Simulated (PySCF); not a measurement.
# From one method to the next for InF

What do other methods print for InF?

Computed with PySCF 2.14.0. Level: each script names its method and basis.

2 further runs of the same task are left out: 2 that didn't finish.

## Step 1: Starting geometry

InF: 2 atoms, charge 0, spin multiplicity 1.

Bond lengths: In1–F2 2.005 Å.

## Step 2: The base run

The input, input.py:

```python
from pyscf import gto, scf, mp

mol = gto.M(
    atom='In 0 0 0; F 0 0 2.005',
    basis='crenbl',
    ecp={'In': 'crenbl', 'F': 'crenbl'},
    charge=0,
    spin=0,
    verbose=4,
)
mf = scf.RHF(mol)
mf.kernel()
mp.MP2(mf).kernel()
mf.dip_moment()
print('orbital energies (hartree):', mf.mo_energy[..., max(0, mol.nelec[1]-3):mol.nelec[0]+3].round(4))
```

On the command line:

```sh
> OMP_NUM_THREADS=1 python input.py
```

The log of the run, cut to the lines that bear on the results:

```text
[lines on the frontier levels of each cycle are left out]
PySCF version 2.14.0

[INPUT] verbose = 4
[INPUT] num. atoms = 2
[INPUT] num. electrons = 20
[INPUT] charge = 0
[INPUT] spin (= nelec alpha-beta = 2S) = 0
[INPUT] symmetry False subgroup None
[INPUT] Mole.unit = angstrom
[INPUT] Symbol           X                Y                Z      unit          X                Y                Z       unit  Magmom
[INPUT]  1 In     0.000000000000   0.000000000000   0.000000000000 AA    0.000000000000   0.000000000000   0.000000000000 Bohr   0.0
[INPUT]  2 F      0.000000000000   0.000000000000   2.005000000000 AA    0.000000000000   0.000000000000   3.788900879753 Bohr   0.0

nuclear repulsion = 24.0175192986135
number of shells = 18
number of NR pGTOs = 48
number of NR cGTOs = 48
basis = crenbl
ecp = {'In': 'crenbl', 'F': 'crenbl'}

******** <class 'pyscf.scf.hf.RHF'> ********
method = RHF
initial guess = minao
damping factor = 0
level_shift factor = 0
DIIS = <class 'pyscf.scf.diis.CDIIS'>
diis_start_cycle = 1
diis_space = 8
diis_damp = 0
SCF conv_tol = 1e-09
SCF conv_tol_grad = None
SCF max_cycles = 50
direct_scf = True
direct_scf_tol = 1e-13
Set gradient conv threshold to 3.16228e-05
Initial guess from minao.
init E= -71.5712848126809
cycle= 1 E= -80.3801643416988  delta_E= -8.81  |g|= 1.27  |ddm|= 2.73
cycle= 2 E= -80.5574583876892  delta_E= -0.177  |g|= 0.653  |ddm|= 2.07
cycle= 3 E= -80.6106881005142  delta_E= -0.0532  |g|= 0.0831  |ddm|= 0.321
cycle= 4 E= -80.6118067781252  delta_E= -0.00112  |g|= 0.0266  |ddm|= 0.0707
cycle= 5 E= -80.6119651579631  delta_E= -0.000158  |g|= 0.00406  |ddm|= 0.046
cycle= 6 E= -80.6119827269729  delta_E= -1.76e-05  |g|= 0.000817  |ddm|= 0.0226
cycle= 7 E= -80.6119833322228  delta_E= -6.05e-07  |g|= 0.000205  |ddm|= 0.00223
cycle= 8 E= -80.6119833660676  delta_E= -3.38e-08  |g|= 3.22e-05  |ddm|= 0.000454
cycle= 9 E= -80.6119833667797  delta_E= -7.12e-10  |g|= 5.08e-06  |ddm|= 9.93e-05
Extra cycle  E= -80.6119833667907  delta_E= -1.1e-11  |g|= 1.56e-06  |ddm|= 1.68e-05
converged SCF energy = -80.6119833667907

******** <class 'pyscf.mp.mp2.RMP2'> ********
nocc = 10, nmo = 48
E(RMP2) = -80.9635746541993  E_corr = -0.351591287408567
E(SCS-RMP2) = -80.9499236549172  E_corr = -0.33794028812646
E_corr(same-spin) = -0.0968876039582535
E_corr(oppo-spin) = -0.254703683450313
Dipole moment(X, Y, Z, Debye):  0.00000,  0.00000, -3.55040
orbital energies (hartree): [-0.5278 -0.5278 -0.3477  0.0253  0.0253  0.0924]
```

It took 0.74 s on 1 thread of Arm Neoverse V2, shared host; peak memory 0.12 GiB.

In short: E(SCF) = -80.611983 Eh, 9 cycles, E(MP2) − E(SCF) = -0.35159 Eh, μ = 3.55 D (of the SCF density).

The bond length is a typed value, not an optimised one.

## Step 3: SCF alone

Edit 1 changes step after the SCF: mp2 → none.

input.py, as its differences from that of step 2:

```diff
@@ -1,2 +1,2 @@
-from pyscf import gto, scf, mp
+from pyscf import gto, scf
 
@@ -12,3 +12,2 @@
 mf.kernel()
-mp.MP2(mf).kernel()
 mf.dip_moment()
```

On the command line:

```sh
> OMP_NUM_THREADS=1 python input.py
```

The log of the run, cut to the lines that bear on the results:

```text
[lines on the frontier levels of each cycle are left out]
PySCF version 2.14.0

[INPUT] verbose = 4
[INPUT] num. atoms = 2
[INPUT] num. electrons = 20
[INPUT] charge = 0
[INPUT] spin (= nelec alpha-beta = 2S) = 0
[INPUT] symmetry False subgroup None
[INPUT] Mole.unit = angstrom
[INPUT] Symbol           X                Y                Z      unit          X                Y                Z       unit  Magmom
[INPUT]  1 In     0.000000000000   0.000000000000   0.000000000000 AA    0.000000000000   0.000000000000   0.000000000000 Bohr   0.0
[INPUT]  2 F      0.000000000000   0.000000000000   2.005000000000 AA    0.000000000000   0.000000000000   3.788900879753 Bohr   0.0

nuclear repulsion = 24.0175192986135
number of shells = 18
number of NR pGTOs = 48
number of NR cGTOs = 48
basis = crenbl
ecp = {'In': 'crenbl', 'F': 'crenbl'}

******** <class 'pyscf.scf.hf.RHF'> ********
method = RHF
initial guess = minao
damping factor = 0
level_shift factor = 0
DIIS = <class 'pyscf.scf.diis.CDIIS'>
diis_start_cycle = 1
diis_space = 8
diis_damp = 0
SCF conv_tol = 1e-09
SCF conv_tol_grad = None
SCF max_cycles = 50
direct_scf = True
direct_scf_tol = 1e-13
Set gradient conv threshold to 3.16228e-05
Initial guess from minao.
init E= -71.5712848126809
cycle= 1 E= -80.3801643416988  delta_E= -8.81  |g|= 1.27  |ddm|= 2.73
cycle= 2 E= -80.5574583876892  delta_E= -0.177  |g|= 0.653  |ddm|= 2.07
cycle= 3 E= -80.6106881005142  delta_E= -0.0532  |g|= 0.0831  |ddm|= 0.321
cycle= 4 E= -80.6118067781252  delta_E= -0.00112  |g|= 0.0266  |ddm|= 0.0707
cycle= 5 E= -80.6119651579631  delta_E= -0.000158  |g|= 0.00406  |ddm|= 0.046
cycle= 6 E= -80.6119827269729  delta_E= -1.76e-05  |g|= 0.000817  |ddm|= 0.0226
cycle= 7 E= -80.6119833322228  delta_E= -6.05e-07  |g|= 0.000205  |ddm|= 0.00223
cycle= 8 E= -80.6119833660676  delta_E= -3.38e-08  |g|= 3.22e-05  |ddm|= 0.000454
cycle= 9 E= -80.6119833667797  delta_E= -7.12e-10  |g|= 5.08e-06  |ddm|= 9.93e-05
Extra cycle  E= -80.6119833667907  delta_E= -1.1e-11  |g|= 1.56e-06  |ddm|= 1.68e-05
converged SCF energy = -80.6119833667907
Dipole moment(X, Y, Z, Debye):  0.00000,  0.00000, -3.55040
orbital energies (hartree): [-0.5278 -0.5278 -0.3477  0.0253  0.0253  0.0924]
```

Run time: 0.58 s. Hardware: 1 thread of Arm Neoverse V2, shared host.

Result: E(SCF) = -80.611983 Eh (no change), 9 cycles, μ = 3.55 D.

## Step 4: UHF

Edit 2 changes SCF type: RHF → UHF.

The input, input.py:

```python
from pyscf import gto, scf, mp

mol = gto.M(
    atom='In 0 0 0; F 0 0 2.005',
    basis='crenbl',
    ecp={'In': 'crenbl', 'F': 'crenbl'},
    charge=0,
    spin=0,
    verbose=4,
)
mf = scf.UHF(mol)
mf.kernel()
mp.MP2(mf).kernel()
mf.dip_moment()
print('orbital energies (hartree):', [e[max(0, n-3):n+3].round(4) for e, n in zip(mf.mo_energy, mol.nelec)])
```

On the command line:

```sh
> OMP_NUM_THREADS=1 python input.py
```

The log of the run:

```text
PySCF version 2.14.0

[INPUT] verbose = 4
[INPUT] num. atoms = 2
[INPUT] num. electrons = 20
[INPUT] charge = 0
[INPUT] spin (= nelec alpha-beta = 2S) = 0
[INPUT] symmetry False subgroup None
[INPUT] Mole.unit = angstrom
[INPUT] Symbol           X                Y                Z      unit          X                Y                Z       unit  Magmom
[INPUT]  1 In     0.000000000000   0.000000000000   0.000000000000 AA    0.000000000000   0.000000000000   0.000000000000 Bohr   0.0
[INPUT]  2 F      0.000000000000   0.000000000000   2.005000000000 AA    0.000000000000   0.000000000000   3.788900879753 Bohr   0.0

nuclear repulsion = 24.0175192986135
number of shells = 18
number of NR pGTOs = 48
number of NR cGTOs = 48
basis = crenbl
ecp = {'In': 'crenbl', 'F': 'crenbl'}

******** <class 'pyscf.scf.uhf.UHF'> ********
method = UHF
initial guess = minao
damping factor = 0
level_shift factor = 0
DIIS = <class 'pyscf.scf.diis.CDIIS'>
diis_start_cycle = 1
diis_space = 8
diis_damp = 0
SCF conv_tol = 1e-09
SCF conv_tol_grad = None
SCF max_cycles = 50
direct_scf = True
direct_scf_tol = 1e-13
number electrons alpha = 10  beta = 10
Set gradient conv threshold to 3.16228e-05
init E= -71.5975443423247
[... the frontier-level lines of each cycle are left out ...]
cycle= 1 E= -80.3799911576564  delta_E= -8.78  |g|= 0.894  |ddm|= 1.93
cycle= 2 E= -80.5575240104409  delta_E= -0.178  |g|= 0.462  |ddm|= 1.46
cycle= 3 E= -80.6106977477666  delta_E= -0.0532  |g|= 0.0584  |ddm|= 0.226
cycle= 4 E= -80.6118075491863  delta_E= -0.00111  |g|= 0.019  |ddm|= 0.0499
cycle= 5 E= -80.6119655837691  delta_E= -0.000158  |g|= 0.00284  |ddm|= 0.0324
cycle= 6 E= -80.6119826370041  delta_E= -1.71e-05  |g|= 0.000604  |ddm|= 0.0158
cycle= 7 E= -80.6119832976968  delta_E= -6.61e-07  |g|= 0.000184  |ddm|= 0.00166
cycle= 8 E= -80.6119833563326  delta_E= -5.86e-08  |g|= 6.19e-05  |ddm|= 0.000441
cycle= 9 E= -80.6119833641367  delta_E= -7.8e-09  |g|= 2.93e-05  |ddm|= 0.000188
cycle= 10 E= -80.6119833664368  delta_E= -2.3e-09  |g|= 1.05e-05  |ddm|= 0.000123
cycle= 11 E= -80.6119833667611  delta_E= -3.24e-10  |g|= 2.91e-06  |ddm|= 5.34e-05
Extra cycle  E= -80.6119833667776  delta_E= -1.65e-11  |g|= 1.77e-06  |ddm|= 7.65e-06
converged SCF energy = -80.6119833667776  <S^2> = 1.8281732e-10  2S+1 = 1

******** <class 'pyscf.mp.ump2.UMP2'> ********
nocc = (np.int64(10), np.int64(10)), nmo = (48, 48)
E(UMP2) = -80.9635746570667  E_corr = -0.351591290289149
E(SCS-UMP2) = -80.9499236564935  E_corr = -0.337940289715896
E_corr(same-spin) = -0.0968876061127883
E_corr(oppo-spin) = -0.254703684176361
Dipole moment(X, Y, Z, Debye): -0.00000,  0.00000, -3.55041
orbital energies (hartree): [array([-0.5278, -0.5278, -0.3477,  0.0253,  0.0253,  0.0924]), array([-0.5278, -0.5278, -0.3477,  0.0253,  0.0253,  0.0924])]
```

It took 0.95 s on 1 thread of Arm Neoverse V2, shared host.

Result: E(SCF) = -80.611983 Eh (no change), 11 cycles, E(MP2) − E(SCF) = -0.35159 Eh, μ = 3.55 D (of the SCF density).

## Step 5: TDHF

Edit 3 changes step after the SCF: mp2 → tddft; number of roots: none → 5.

input.py, as its differences from that of step 2:

```diff
@@ -1,2 +1,2 @@
-from pyscf import gto, scf, mp
+from pyscf import gto, scf, tdscf
 
@@ -12,3 +12,6 @@
 mf.kernel()
-mp.MP2(mf).kernel()
+td = tdscf.TDHF(mf)
+td.nstates = 5
+td.kernel()
+td.analyze(verbose=3)
 mf.dip_moment()
```

On the command line:

```sh
> OMP_NUM_THREADS=1 python input.py
```

The log of the run:

```text
PySCF version 2.14.0

[INPUT] verbose = 4
[INPUT] num. atoms = 2
[INPUT] num. electrons = 20
[INPUT] charge = 0
[INPUT] spin (= nelec alpha-beta = 2S) = 0
[INPUT] symmetry False subgroup None
[INPUT] Mole.unit = angstrom
[INPUT] Symbol           X                Y                Z      unit          X                Y                Z       unit  Magmom
[INPUT]  1 In     0.000000000000   0.000000000000   0.000000000000 AA    0.000000000000   0.000000000000   0.000000000000 Bohr   0.0
[INPUT]  2 F      0.000000000000   0.000000000000   2.005000000000 AA    0.000000000000   0.000000000000   3.788900879753 Bohr   0.0

nuclear repulsion = 24.0175192986135
number of shells = 18
number of NR pGTOs = 48
number of NR cGTOs = 48
basis = crenbl
ecp = {'In': 'crenbl', 'F': 'crenbl'}

******** <class 'pyscf.scf.hf.RHF'> ********
method = RHF
initial guess = minao
damping factor = 0
level_shift factor = 0
DIIS = <class 'pyscf.scf.diis.CDIIS'>
diis_start_cycle = 1
diis_space = 8
diis_damp = 0
SCF conv_tol = 1e-09
SCF conv_tol_grad = None
SCF max_cycles = 50
direct_scf = True
direct_scf_tol = 1e-13
Set gradient conv threshold to 3.16228e-05
Initial guess from minao.
init E= -71.5712848126809
  HOMO = -0.612438651810761  LUMO = -0.23562828721174  gap/eV = 10.25353
cycle= 1 E= -80.3801643416988  delta_E= -8.81  |g|= 1.27  |ddm|= 2.73
  HOMO = -0.278678167390557  LUMO = 0.0433317710133153  gap/eV = 8.76234
cycle= 2 E= -80.5574583876892  delta_E= -0.177  |g|= 0.653  |ddm|= 2.07
  HOMO = -0.344794169996378  LUMO = 0.0275890701471305  gap/eV = 10.13306
cycle= 3 E= -80.6106881005142  delta_E= -0.0532  |g|= 0.0831  |ddm|= 0.321
  HOMO = -0.347367272465111  LUMO = 0.0255945643000791  gap/eV = 10.14881
cycle= 4 E= -80.6118067781252  delta_E= -0.00112  |g|= 0.0266  |ddm|= 0.0707
  HOMO = -0.347957656088767  LUMO = 0.0254677660685087  gap/eV = 10.16142
cycle= 5 E= -80.6119651579631  delta_E= -0.000158  |g|= 0.00406  |ddm|= 0.046
  HOMO = -0.347811536703645  LUMO = 0.0252351810078431  gap/eV = 10.15112
cycle= 6 E= -80.6119827269729  delta_E= -1.76e-05  |g|= 0.000817  |ddm|= 0.0226
  HOMO = -0.347702078562823  LUMO = 0.0252504011366556  gap/eV = 10.14855
cycle= 7 E= -80.6119833322228  delta_E= -6.05e-07  |g|= 0.000205  |ddm|= 0.00223
  HOMO = -0.347680455903708  LUMO = 0.0252524450326091  gap/eV = 10.14802
cycle= 8 E= -80.6119833660676  delta_E= -3.38e-08  |g|= 3.22e-05  |ddm|= 0.000454
  HOMO = -0.347676628492795  LUMO = 0.0252544685749629  gap/eV = 10.14797
cycle= 9 E= -80.6119833667797  delta_E= -7.12e-10  |g|= 5.08e-06  |ddm|= 9.93e-05
  HOMO = -0.347676278344712  LUMO = 0.0252544108672371  gap/eV = 10.14796
Extra cycle  E= -80.6119833667907  delta_E= -1.1e-11  |g|= 1.56e-06  |ddm|= 1.68e-05
converged SCF energy = -80.6119833667907

******** <class 'pyscf.tdscf.rhf.TDHF'> for <class 'pyscf.scf.hf.RHF'> ********
nstates = 5 singlet
deg_eia_thresh = 1.000e-03
wfnsym = None
conv_tol = 1e-05
eigh lindep = 1e-12
eigh level_shift = 0
eigh max_cycle = 100

Excitation energies (eV)
[5.20620561 5.20620561 7.11004003 9.23467708 9.27221795]

** Singlet excitation energies and oscillator strengths **
Excited State   1:      5.20621 eV    238.15 nm  f=0.3711
Excited State   2:      5.20621 eV    238.15 nm  f=0.3711
Excited State   3:      7.11004 eV    174.38 nm  f=0.5534
Excited State   4:      9.23468 eV    134.26 nm  f=0.0000
Excited State   5:      9.27222 eV    133.72 nm  f=0.0000
Dipole moment(X, Y, Z, Debye):  0.00000,  0.00000, -3.55040
orbital energies (hartree): [-0.5278 -0.5278 -0.3477  0.0253  0.0253  0.0924]
```

Wall time 2.2 s (1 thread of Arm Neoverse V2, shared host); peak memory 0.14 GiB.

Result: E(SCF) = -80.611983 Eh (no change), 9 cycles, μ = 3.55 D, excitations 5.21, 5.21, 7.11, 9.23, 9.27 eV.

Spectrum from the printed roots.

| excitation energy (eV) | relative intensity |
| --- | --- |
| 5.21 | 100 |
| 7.11 | 75 |

## Step 6: Gradient

Edit 4 changes step after the SCF: mp2 → gradient.

input.py, as its differences from that of step 2:

```diff
@@ -1,2 +1,2 @@
-from pyscf import gto, scf, mp
+from pyscf import gto, scf
 
@@ -12,3 +12,3 @@
 mf.kernel()
-mp.MP2(mf).kernel()
+mf.nuc_grad_method().kernel()
 mf.dip_moment()
```

On the command line:

```sh
> OMP_NUM_THREADS=1 python input.py
```

The log of the run, cut to the lines that bear on the results:

```text
[lines on the frontier levels of each cycle are left out]
PySCF version 2.14.0

[INPUT] verbose = 4
[INPUT] num. atoms = 2
[INPUT] num. electrons = 20
[INPUT] charge = 0
[INPUT] spin (= nelec alpha-beta = 2S) = 0
[INPUT] symmetry False subgroup None
[INPUT] Mole.unit = angstrom
[INPUT] Symbol           X                Y                Z      unit          X                Y                Z       unit  Magmom
[INPUT]  1 In     0.000000000000   0.000000000000   0.000000000000 AA    0.000000000000   0.000000000000   0.000000000000 Bohr   0.0
[INPUT]  2 F      0.000000000000   0.000000000000   2.005000000000 AA    0.000000000000   0.000000000000   3.788900879753 Bohr   0.0

nuclear repulsion = 24.0175192986135
number of shells = 18
number of NR pGTOs = 48
number of NR cGTOs = 48
basis = crenbl
ecp = {'In': 'crenbl', 'F': 'crenbl'}

******** <class 'pyscf.scf.hf.RHF'> ********
method = RHF
initial guess = minao
damping factor = 0
level_shift factor = 0
DIIS = <class 'pyscf.scf.diis.CDIIS'>
diis_start_cycle = 1
diis_space = 8
diis_damp = 0
SCF conv_tol = 1e-09
SCF conv_tol_grad = None
SCF max_cycles = 50
direct_scf = True
direct_scf_tol = 1e-13
Set gradient conv threshold to 3.16228e-05
Initial guess from minao.
init E= -71.5712848126809
cycle= 1 E= -80.3801643416988  delta_E= -8.81  |g|= 1.27  |ddm|= 2.73
cycle= 2 E= -80.5574583876892  delta_E= -0.177  |g|= 0.653  |ddm|= 2.07
cycle= 3 E= -80.6106881005142  delta_E= -0.0532  |g|= 0.0831  |ddm|= 0.321
cycle= 4 E= -80.6118067781252  delta_E= -0.00112  |g|= 0.0266  |ddm|= 0.0707
cycle= 5 E= -80.6119651579631  delta_E= -0.000158  |g|= 0.00406  |ddm|= 0.046
cycle= 6 E= -80.6119827269729  delta_E= -1.76e-05  |g|= 0.000817  |ddm|= 0.0226
cycle= 7 E= -80.6119833322228  delta_E= -6.05e-07  |g|= 0.000205  |ddm|= 0.00223
cycle= 8 E= -80.6119833660676  delta_E= -3.38e-08  |g|= 3.22e-05  |ddm|= 0.000454
cycle= 9 E= -80.6119833667797  delta_E= -7.12e-10  |g|= 5.08e-06  |ddm|= 9.93e-05
Extra cycle  E= -80.6119833667907  delta_E= -1.1e-11  |g|= 1.56e-06  |ddm|= 1.68e-05
converged SCF energy = -80.6119833667907

******** <class 'pyscf.grad.rhf.Gradients'> for <class 'pyscf.scf.hf.RHF'> ********
unit = Eh/Bohr
--------------- RHF gradients ---------------
         x                y                z
0 In     0.0000000000     0.0000000000     0.0029470888
1 F    -0.0000000000    -0.0000000000    -0.0029470888
----------------------------------------------
Dipole moment(X, Y, Z, Debye):  0.00000,  0.00000, -3.55040
orbital energies (hartree): [-0.5278 -0.5278 -0.3477  0.0253  0.0253  0.0924]
```

Wall time 1 s (1 thread of Arm Neoverse V2, shared host).

Outcome: E(SCF) = -80.611983 Eh (no change), 9 cycles, μ = 3.55 D, gradient on the second atom -0.0029 Eh/bohr.

## Step 7: All runs together

```tsv
run	E(SCF) (hartree)	from base (eV)	cycles	gap (eV)	SCF dipole (D)	after the SCF
base	-80.611983	0	9	10.15	3.55	MP2 correlation -9.567 eV
SCF alone	-80.611983	0.0000	9	10.15	3.55	n/a
UHF	-80.611983	0.0000	11	10.15	3.55	MP2 correlation -9.567 eV
TDHF	-80.611983	0.0000	9	10.15	3.55	lowest root found 5.21 eV
gradient	-80.611983	0.0000	9	10.15	3.55	n/a
```

Wall time on 1 thread of Arm Neoverse V2, shared host, start-up included: base 0.74 s; SCF alone 0.58 s; UHF 0.95 s; TDHF 2.2 s; gradient 1 s.

No change of the SCF energy comes from UHF.
